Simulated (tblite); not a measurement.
# C4H16OSi3: the cost of one run

Computed with tblite 0.8.0 and PySCF 2.14.0, with density-fitted response routines of our own, on a single molecule in the gas phase. Atoms count from 0, in the outputs and in this text.

## 1. The starting structure

24 atoms, charge 0, multiplicity 1; geometry from: force field or distance geometry start.

Bonds of the start (Å): C0–C1 1.51, C1–Si2 1.88, C1–C3 1.53, C3–O4 1.38, C1–C5 1.49, C5–Si6 1.84, Si6–Si7 2.25, C0–H8 1.11, C0–H9 1.09, C0–H10 1.11, Si2–H11 1.46, Si2–H12 1.51, Si2–H13 1.45, C3–H14 1.12, C3–H15 1.11, O4–H16 1.01, C5–H17 1.10, C5–H18 1.13, Si6–H19 1.49, Si6–H20 1.47, Si7–H21 1.46, Si7–H22 1.48, Si7–H23 1.48.

## 2. Geometry optimisation with GFN2-xTB

Job settings and geometry (Å):

```
{"job": {"kind": "relax", "xc": "GFN2-xTB", "basis": "xTB"}, "charge": 0, "multiplicity": 1}
C     -1.268600    -1.289600    -0.969100
C     -0.922400    -0.078400    -0.145500
Si    -0.978200    -0.459300     1.691600
C     -2.058100     0.920000    -0.408100
O     -2.099700     1.206500    -1.760000
C      0.319000     0.612400    -0.584100
Si     1.855000    -0.393500    -0.565900
Si     3.273300     0.143400     1.092000
H     -2.381300    -1.326100    -0.998500
H     -0.881000    -1.239100    -1.989100
H     -0.936200    -2.203900    -0.438400
H     -0.474400     0.676500     2.466100
H     -2.440100    -0.518800     2.044400
H     -0.392700    -1.741900     2.040200
H     -3.029600     0.513400    -0.039200
H     -1.788200     1.832200     0.165000
H     -1.608400     2.078300    -1.876800
H      0.145000     0.982100    -1.609200
H      0.465100     1.529500     0.060700
H      2.606400    -0.078200    -1.807400
H      1.623600    -1.845600    -0.627400
H      3.105100     1.527600     1.527200
H      3.213600    -0.831200     2.198900
H      4.640800     0.003300     0.540200
```

Run with:

```bash
$ OMP_NUM_THREADS=1 python probes_run.py task.json out
```

The driver reads the jobs from task.json and runs them one after another.

**Question.** How long does this first job take on 1 thread of Intel Xeon at 2.50GHz, shared host, and how much memory does it need?

About 6.1 s, with a peak of 0.18 GiB.
